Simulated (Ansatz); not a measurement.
# Zr5SnN3O3: the cost of one run

Program: Ansatz 0.2.0. Level of theory: DFT PBE, scalar-relativistic, plane waves, PAW. These are calculated values, not measurements.

### 1 The system as given

The cell holds 24 atoms (N6O6Sn2Zr10): a = 6.718 Å, b = 9.198 Å, c = 9.198 Å, α = 78.47°, β = 68.58°, γ = 68.58°.

The sites of an ideal wurtzite lattice, at a guessed lattice constant, take 10 Zr, 2 Sn; 6 O, 6 N (sublattices apart by semicolons), with a shake of 0.02 Å. Warren-Cowley parameters of the first shell (negative: unlike neighbours preferred): Sn-Zr +0.00. In a cell this small the draw can fall short of the order aimed at.

Structure file:

```
CELL_PARAMETERS angstrom
5.81756 3.35877 0.00000
0.00000 6.71754 6.28297
5.81756 -3.35877 6.28297
ATOMIC_POSITIONS crystal
N 0.97461 0.35383 0.02355
N 0.97918 0.02492 0.35279
N 0.47916 0.85949 0.51975
N 0.48100 0.18481 0.18889
N 0.89757 0.10622 0.77230
N 0.38902 0.27537 0.60407
O 0.98159 0.68669 0.68674
O 0.48119 0.51914 0.85706
O 0.89243 0.44118 0.43910
O 0.89346 0.77744 0.10365
O 0.39278 0.61041 0.27185
O 0.39012 0.93848 0.93962
Zr 0.17128 0.16638 0.83141
Zr 0.16417 0.83315 0.16571
Zr 0.66944 0.33283 0.66709
Zr 0.66677 0.00032 0.99983
Zr 0.08687 0.24666 0.24893
Zr 0.08328 0.58479 0.91185
Zr 0.08251 0.92009 0.58542
Zr 0.57800 0.41934 0.08333
Zr 0.57811 0.75310 0.75221
Zr 0.58679 0.08143 0.42069
Sn 0.16608 0.49818 0.50005
Sn 0.66768 0.66686 0.33796
```

### 2 Relaxing on a coarse mesh

A cheap relaxation: coarse mesh, no symmetry, loose thresholds.

Input file input.yaml:

```yaml
crystal:
  lattice:
    - [5.8175625, 3.35877126, 0.0]
    - [0.0, 6.71754252, 6.2829675]
    - [5.8175625, -3.35877126, 6.2829675]
  atoms:
    - { symbol: "N", position: [0.974614284, 0.3538281919, 0.023553149] }
    - { symbol: "N", position: [0.9791819498, 0.0249224999, 0.3527891098] }
    - { symbol: "N", position: [0.4791612076, 0.8594856738, 0.5197479307] }
    - { symbol: "N", position: [0.4810028965, 0.1848099782, 0.1888917109] }
    - { symbol: "N", position: [0.8975667711, 0.1062215487, 0.772300851] }
    - { symbol: "N", position: [0.3890244964, 0.2753695536, 0.6040746885] }
    - { symbol: O, position: [0.9815903964, 0.6866929418, 0.6867414635] }
    - { symbol: O, position: [0.4811884047, 0.5191363595, 0.8570614627] }
    - { symbol: O, position: [0.8924253969, 0.4411837534, 0.4390966454] }
    - { symbol: O, position: [0.8934629325, 0.7774399134, 0.1036524227] }
    - { symbol: O, position: [0.3927782179, 0.610410929, 0.2718521911] }
    - { symbol: O, position: [0.3901191753, 0.9384772146, 0.9396153776] }
    - { symbol: Zr, position: [0.1712817272, 0.1663755089, 0.8314123752] }
    - { symbol: Zr, position: [0.1641683418, 0.8331486066, 0.1657097101] }
    - { symbol: Zr, position: [0.6694379692, 0.3328300768, 0.6670894103] }
    - { symbol: Zr, position: [0.6667728502, 0.0003236516, 0.9998265136] }
    - { symbol: Zr, position: [0.0868692694, 0.2466596676, 0.2489347542] }
    - { symbol: Zr, position: [0.0832817827, 0.5847941488, 0.9118484447] }
    - { symbol: Zr, position: [0.0825113322, 0.9200883691, 0.5854172618] }
    - { symbol: Zr, position: [0.5779976331, 0.4193391429, 0.0833343271] }
    - { symbol: Zr, position: [0.5781122054, 0.7531027922, 0.7522135065] }
    - { symbol: Zr, position: [0.5867898359, 0.0814293859, 0.4206947199] }
    - { symbol: Sn, position: [0.1660815426, 0.4981808406, 0.5000541288] }
    - { symbol: Sn, position: [0.6676827217, 0.6668622603, 0.3379602726] }
  symmetry: { detect: false }
basis:
  ecutwfc: 420
kpoints:
  mp_grid: { grid: [2, 2, 2], shift: [0.5, 0.5, 0.5] }
hamiltonian:
  xc: pbe
scf:
  occupations: { method: gaussian, width: 0.1 }
  lower_state_search: "off"
output:
  forces: true
  stress: true
  eigenvalues: true
relax:
  adjacent_minimum: "off"
  f_tol: 0.04
  max_steps: 50
  cell: { stress_tol: 0.3 }
```

On the command line:

```console
ansatz run input.yaml --threads 4 --pin off --max-ram 9216MiB --backend cpu --events-out ev --progress --plain --runs-dir out
```

Q: Estimate wall time and peak memory on 4 threads of AMD EPYC 9R45 (Zen 5), shared host.

About 2.2 min, with a peak of 1.6 GiB.
